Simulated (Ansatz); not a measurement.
# B3Te2: the cost of one run

Program: Ansatz 0.2.0. Level of theory: DFT PBE, scalar-relativistic, plane waves, PAW. These are calculated values, not measurements.

## (1) Starting point

Symmetry: R-3m, No. 166, trigonal system. The conventional cell has a = 3.505 Å, b = 3.505 Å, c = 24.371 Å, α = 90.00°, β = 90.00°, γ = 120.00°. B (site symmetry -3m) has 6 Te at 2.60 Å as nearest neighbours. Around B (site symmetry 3m) lie 3 Te at 2.46 Å. Around Te (site symmetry 3m) lie 6 B at 2.46 to 2.60 Å.

Coordinates:

```
CELL_PARAMETERS angstrom
1.75248 1.01179 8.12362
-1.75248 1.01179 8.12362
0.00000 -2.02359 8.12362
ATOMIC_POSITIONS crystal
B 0.00000 0.00000 0.00000
B 0.20950 0.20950 0.20950
B 0.79050 0.79050 0.79050
Te 0.40000 0.40000 0.40000
Te 0.60000 0.60000 0.60000
```

(A quick probe on a coarse mesh, which set the mesh and smearing, is not shown.)

## (3) Coarse relaxation

The input, input.yaml:

```yaml
crystal:
  lattice:
    - [1.7524775439, 1.0117933817, 8.1236223699]
    - [-1.7524775439, 1.0117933817, 8.1236223699]
    - [0.0, -2.0235867634, 8.1236223699]
  atoms:
    - { symbol: B, position: [0.0, 0.0, 0.0] }
    - { symbol: B, position: [0.2095, 0.2095, 0.2095] }
    - { symbol: B, position: [0.7905, 0.7905, 0.7905] }
    - { symbol: Te, position: [0.4, 0.4, 0.4] }
    - { symbol: Te, position: [0.6, 0.6, 0.6] }
basis:
  ecutwfc: 420
kpoints:
  mp_grid: { grid: [6, 6, 6] }
hamiltonian:
  xc: pbe
scf:
  occupations: { method: gaussian, width: 0.1 }
  lower_state_search: "off"
output:
  forces: true
  stress: true
  eigenvalues: true
relax:
  adjacent_minimum: "off"
  f_tol: 0.04
  max_steps: 70
  cell: { stress_tol: 0.4 }
```

The run is started by

```console
> ansatz run input.yaml --threads 1 --pin off --max-ram 2560MiB --backend cpu --events-out ev --progress --plain --runs-dir out
```

What time and memory should one allow on 1 thread of Intel Xeon 6975P-C (Granite Rapids), shared host?

About 60 s, with a peak of 0.4 GiB.
